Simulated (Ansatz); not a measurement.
# CH6BFO2: the cost of one run

Program: Ansatz 0.2.0. Level of theory: RKS PBE0-D4/6-31G*. These are calculated values, not measurements.

## Step 1: The system as given

Bond lengths: B1–F2 1.689 Å, B1–O3 1.362 Å, B1–O4 1.361 Å, B1–C6 1.858 Å, O3–H7 0.954 Å, O4–H8 0.956 Å, C6–H9 1.088 Å, C6–H10 1.088 Å, C6–H11 1.088 Å. Angles: F2–B1–O3 107.0°, F2–B1–O4 107.5°, F2–B1–C6 92.0°, O3–B1–O4 121.1°, O3–B1–C6 115.8°, O4–B1–C6 109.0°, B1–O3–H7 117.7°, B1–O4–H8 114.5°, B1–C6–H9 92.6°, B1–C6–H10 120.0°, B1–C6–H11 117.5°, H9–C6–H10 105.3°, H9–C6–H11 107.2°, H10–C6–H11 110.9°.

Structure file:

```xyz
11

B    -0.3247    0.0832   -0.5214
F     1.0114   -0.5964   -1.2990
O    -0.3920    1.3872   -0.9102
O    -1.3771   -0.7606   -0.7026
H     0.9058   -0.5911   -0.0983
C     0.4144   -0.2250    1.1553
H     0.4032    1.9098   -0.8489
H    -1.9658   -0.5121   -1.4143
H    -0.4704    0.1462    1.6672
H     0.5459   -1.2445    1.5123
H     1.2493    0.4032    1.4600
```

## Step 2: Pulling towards end A

Springs on the bonds that form and break draw the guess towards this end; the thresholds are loose.

input.yaml

```yaml
crystal:
  periodic: [false, false, false]
  atoms:
    - { symbol: B, position_ang: [-0.3247, 0.0832, -0.5214] }
    - { symbol: F, position_ang: [1.0114, -0.5964, -1.299] }
    - { symbol: O, position_ang: [-0.392, 1.3872, -0.9102] }
    - { symbol: O, position_ang: [-1.3771, -0.7606, -0.7026] }
    - { symbol: H, position_ang: [0.9058, -0.5911, -0.0983] }
    - { symbol: C, position_ang: [0.4144, -0.225, 1.1553] }
    - { symbol: H, position_ang: [0.4032, 1.9098, -0.8489] }
    - { symbol: H, position_ang: [-1.9658, -0.5121, -1.4143] }
    - { symbol: H, position_ang: [-0.4704, 0.1462, 1.6672] }
    - { symbol: H, position_ang: [0.5459, -1.2445, 1.5123] }
    - { symbol: H, position_ang: [1.2493, 0.4032, 1.46] }
basis:
  gaussian: { orbitals: "6-31G*" }
hamiltonian:
  xc: pbe0
  dispersion: d4
relax:
  f_tol: 0.15
  max_steps: 25
  restrain:
    - { distance: [0, 5], at: 2.9, k: 30.0 }
    - { distance: [4, 1], at: 2.18, k: 30.0 }
    - { distance: [0, 1], at: 1.41, k: 30.0 }
    - { distance: [4, 5], at: 1.07, k: 30.0 }
output:
  orbitals: {}
```

Launch:

```sh
ansatz run input.yaml --threads 2 --pin off --max-ram 3072MiB --backend cpu --events-out ev --progress --plain --runs-dir out
```

What time and memory should one allow on 2 threads of Intel Xeon at 2.50GHz (Skylake/Cascade Lake), shared host?

About 54 s, with a peak of 0.19 GiB.
